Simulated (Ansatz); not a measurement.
**ZrC: how the settings move a single-point run**

How sensitive is a single-point run of ZrC to its settings? A reference run comes first, then one run with altered input.

The COD entry's cell or inner coordinates are ideal or old and differ from later refinements, so a difference from it is no clean test against experiment.

Method: reference: DFT, r2SCAN, PAW with Ansatz's default frozen-core files, scalar-relativistic, in Ansatz 0.2.0.

### 1 The structure to begin with

It takes space group Fm-3m (No. 225, cubic). Conventional cell: a = 4.391 Å, b = 4.391 Å, c = 4.391 Å, α = 90.00°, β = 90.00°, γ = 90.00°. Zr (site symmetry m-3m) is surrounded by 6 C at 2.20 Å. C (site symmetry m-3m) is surrounded by 6 Zr at 2.20 Å.

As a file:

```cif
data_structure
_symmetry_space_group_name_H-M 'Fm-3m'
_symmetry_Int_Tables_number 225
_cell_length_a 4.3909
_cell_length_b 4.3909
_cell_length_c 4.3909
_cell_angle_alpha 90.000
_cell_angle_beta 90.000
_cell_angle_gamma 90.000
_cell_volume 84.66
loop_
_atom_site_label
_atom_site_type_symbol
_atom_site_symmetry_multiplicity
_atom_site_Wyckoff_symbol
_atom_site_fract_x
_atom_site_fract_y
_atom_site_fract_z
_atom_site_occupancy
Zr1 Zr 4 b 0.50000 0.00000 0.00000 1
C1 C 4 a 0.00000 0.00000 0.00000 1
```

### 2 Reference

File input.yaml:

```yaml
crystal:
  lattice:
    - [0.0, 2.1954715183, 2.1954715183]
    - [2.1954715183, 0.0, 2.1954715183]
    - [2.1954715183, 2.1954715183, 0.0]
  atoms:
    - { symbol: Zr, position: [0.5, 0.5, 0.5] }
    - { symbol: C, position: [0.0, 0.0, 0.0] }
kpoints:
  mp_grid: { grid: [13, 13, 13] }
  band_path:
    path:
      - [0.0, 0.0, 0.0]
      - [0.5, 0.0, 0.5]
      - [0.625, 0.25, 0.625]
      - [0.375, 0.375, 0.75]
      - [0.0, 0.0, 0.0]
      - [0.5, 0.5, 0.5]
      - [0.5, 0.25, 0.75]
      - [0.5, 0.0, 0.5]
    npoints: 6
scf:
  occupations: { method: fermi_dirac, width: 0.05 }
hamiltonian:
  xc: r2scan
  pseudopotentials: { kind: paw }
output:
  forces: true
  stress: true
  eigenvalues: true
  efg: { contact_densities: true }
  populations: true
```

Run with:

```
$ ansatz run input.yaml --threads 1 --pin off --max-ram 2048MiB --backend cpu --events-out ev --progress --plain --runs-dir out
```

### 3 Variant: symmetry.detect false, dispersion d3bjatm

input.yaml: that of step 2 with these lines changed.

```diff
@@ -8,2 +8,3 @@
     - { symbol: C, position: [0.0, 0.0, 0.0] }
+  symmetry: { detect: false }
 kpoints:
@@ -26,2 +27,3 @@
   pseudopotentials: { kind: paw }
+  dispersion: d3bjatm
 output:
```

**Question.** What will these runs give? Wanted: for each run, ending; energy change; pressure; gap; force.

The runs gave:

```tsv
run	ending	energy change	pressure (GPa)	gap (eV)	force (eV/Å)	cycles	time
reference	converged	0	73.7	0.00	0.00	8	4.5 s
1: symmetry.detect false, dispersion d3bjatm	converged	-183.7 meV/atom (offset of the dispersion model)	71.6	0.00	0.00	8	53 s
```

Residual by cycle in the longest SCF loop of each run; runs are numbered as in the table. The quantity is the density residual dr2, in eV.

```tsv
cycle	reference	run 1
1	0.0073	0.0073
2	0.00854	0.00854
3	0.00106	0.00106
4	2.4e-4	2.4e-4
5	1.5e-4	1.5e-4
6	1.5e-6	1.5e-6
7	1.6e-8	1.7e-8
8	2.6e-9	2.5e-9
```

The energy moves by -183.7 meV/atom, nearly all of it the dispersion term itself (-183.7 meV/atom); that offset belongs to the model and is no gain or loss of stability; the pressure goes from 73.7 to 71.6 GPa. The structure is not at rest: the sound run finds 74 GPa, so these are no properties of the relaxed crystal. 
